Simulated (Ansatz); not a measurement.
# LaYbS3: the cost of one run

Program: Ansatz 0.2.0. Level of theory: DFT PBEsol+U (U_eff = 6 eV on Yb f, around-mean-field double counting), plane waves, PAW, no spin–orbit coupling unless a run says so. These are calculated values, not measurements.

3 further runs of the same task are left out: 3 that didn't finish. Runs told in other sessions of the task aren't counted.

**1. Starting point**

The structure is orthorhombic, space group Cmcm (No. 63). Conventional cell: a = 3.924 Å, b = 12.632 Å, c = 9.514 Å, α = 90.00°, β = 90.00°, γ = 90.00°. La (site symmetry m2m) has 8 S at 2.84 to 3.24 Å in its first shell of neighbours. Yb (site symmetry 2/m) has 6 S at 2.60 to 2.72 Å in its first shell of neighbours. Around S (site symmetry m) lie 2 Yb at 2.72 Å and 3 La at 3.01 to 3.24 Å. S (site symmetry m2m) is surrounded by 2 Yb at 2.60 Å and 2 La at 2.84 Å.

As a file:

```xyz
10
Lattice="1.9619 -6.3160 0.0000 1.9619 6.3160 0.0000 0.0000 0.0000 9.5140" Properties=species:S:1:pos:R:3 pbc="T T T"
La    1.9619    3.1139    7.1355
La    1.9619   -3.1139    2.3785
Yb    0.0000    0.0000    4.7570
Yb    0.0000    0.0000    0.0000
S     1.9619   -1.7874    5.3383
S     1.9619    1.7874    0.5813
S     1.9619    1.7874    4.1757
S     1.9619   -1.7874    8.9327
S     1.9619   -5.2612    7.1355
S     1.9619    5.2612    2.3785
```

An earlier series on this cell reached its lowest free state from «total moment held at first, then free, 1.00 μB per cell», perhaps among other starts.

**2. No spin polarisation**

input.yaml reads:

```yaml
crystal:
  lattice:
    - [1.96189998, -6.31599995, 0.0]
    - [1.96189998, 6.31599995, 0.0]
    - [0.0, 0.0, 9.51399992]
  atoms:
    - { symbol: La, position: [0.25349, 0.74651, 0.75] }
    - { symbol: La, position: [0.74651, 0.25349, 0.25] }
    - { symbol: Yb, position: [0.0, 0.0, 0.5] }
    - { symbol: Yb, position: [0.0, 0.0, 0.0] }
    - { symbol: S, position: [0.6415, 0.3585, 0.5611] }
    - { symbol: S, position: [0.3585, 0.6415, 0.0611] }
    - { symbol: S, position: [0.3585, 0.6415, 0.4389] }
    - { symbol: S, position: [0.6415, 0.3585, 0.9389] }
    - { symbol: S, position: [0.9165, 0.0835, 0.75] }
    - { symbol: S, position: [0.0835, 0.9165, 0.25] }
basis:
  ecutwfc: 420
  ecutrho_ratio: 4
kpoints:
  mp_grid: { grid: [5, 5, 2] }
hamiltonian:
  xc: pbesol
  hubbard:
    sites: [{ site: 2, l: f, u_eff: 6.0 }, { site: 3, l: f, u_eff: 6.0 }]
    double_counting: amf
scf:
  occupations: { method: gaussian, width: 0.05 }
  lower_state_search: "off"
  max_iter: 150
output:
  forces: true
  stress: true
  eigenvalues: true
  populations: true
  hubbard: { sites: [{ site: 2, l: f }, { site: 3, l: f }] }
```

Command:

```bash
$ ansatz run input.yaml --threads 8 --pin off --max-ram 12288MiB --backend cpu --events-out ev --progress --plain --runs-dir out
```

What time and memory should one allow on 8 threads of Arm Neoverse V1, shared host?

About 14 s, with a peak of 1.4 GiB.
